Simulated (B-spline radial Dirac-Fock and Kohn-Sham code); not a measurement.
# Core levels of Pb: a first try and its repair

Aim: the K, L3 and M5 binding energies of Pb by ΔSCF.

Method: Delta-SCF core binding energies without Breit or QED terms under the stated settings; computed with B-spline radial Dirac-Fock and Kohn-Sham code, version 4.

## 1. The system

Atomic lead, [Xe] 4f14 5d10 6s2 6p2.

* nuclear charge: 82
* electrons: 82
* mass number: 208
* nuclear rms radius: 5.5012 fm

## 2. First try

Settings in task.json:

```ini
rel = dirac
method = hf
nuc = fermi
radius_factor = 1.0
rmax = 45.0
h = 0.9
order = 8
points = 10
c_factor = 1.0
maxit = 67
damp = 0.5
ndamp = 3
tol = 1e-08
```

Keys: rel is the Hamiltonian, nuc the nuclear model, radius_factor scales its radius, rmax is the box in bohr, h the logarithmic mesh step, order the B-spline order, points the quadrature points a cell, c_factor scales the speed of light; damp, ndamp, maxit and tol steer the iteration.

Command:

```sh
$ python xray2_run.py task.json out
```

The program writes no log. Results of the run, from its result record (rounded, main fields):

```text
{
  "status": "converged",
  "total_energy [Ha]": -20834.781277,
  "virial_ratio": 1.826177,
  "iterations": [10, 10, 10, 10],
  "converged": [true, true, true, true],
  "highest_orbital_energy [eV]": -5.284612,
  "holes": ["K", "L3", "M5"],
  "binding [eV]": [88058.21, 12935.04, 2475.297],
  "scf_energy [Ha]": [-20833.89707, -20834.57073, -20834.78031, -20834.78111, -20834.78127, -20834.78128, -20834.78128, -20834.78128, -20834.78128, -20834.78128],
  "scf_error": [5.6, 0.33, 0.063, 0.029, 0.0013, 0.00055, 0.00023, 4.9e-05, 6.8e-06, 6.7e-07],
  "cells": 31
}
```

## 3. What went wrong

The run converged, but to the answer of an unsound model or basis. The fault: h is too large to resolve the orbitals.

The cure is h = 0.3.

## 4. Second try

Changed: h = 0.3, maxit = 60.

The program writes no log. Results of the run, from its result record (rounded, main fields):

```text
{
  "status": "converged",
  "total_energy [Ha]": -20913.70281,
  "virial_ratio": 1.860315,
  "iterations": [10, 10, 10, 10],
  "converged": [true, true, true, true],
  "highest_orbital_energy [eV]": -5.984185,
  "holes": ["K", "L3", "M5"],
  "binding [eV]": [88500.32, 13080.77, 2494.831],
  "cells": 59
}
```

## 5. What came out

| quantity | value |
| --- | --- |
| first try | converged |
| fault | h is too large to resolve the orbitals |
| cure | h = 0.3 |
| mended run | converged (ground state in 10 iterations) |
| K binding | 88500.3 eV (first try 88058.2) |
| L3 binding | 13080.8 eV (first try 12935.0) |
| M5 binding | 2494.8 eV (first try 2475.3) |

What this shows: The first try was off by -442.11 eV for K, -145.74 eV for L3 and -19.53 eV for M5. It gave no warning. The mended values lack Breit and QED terms.
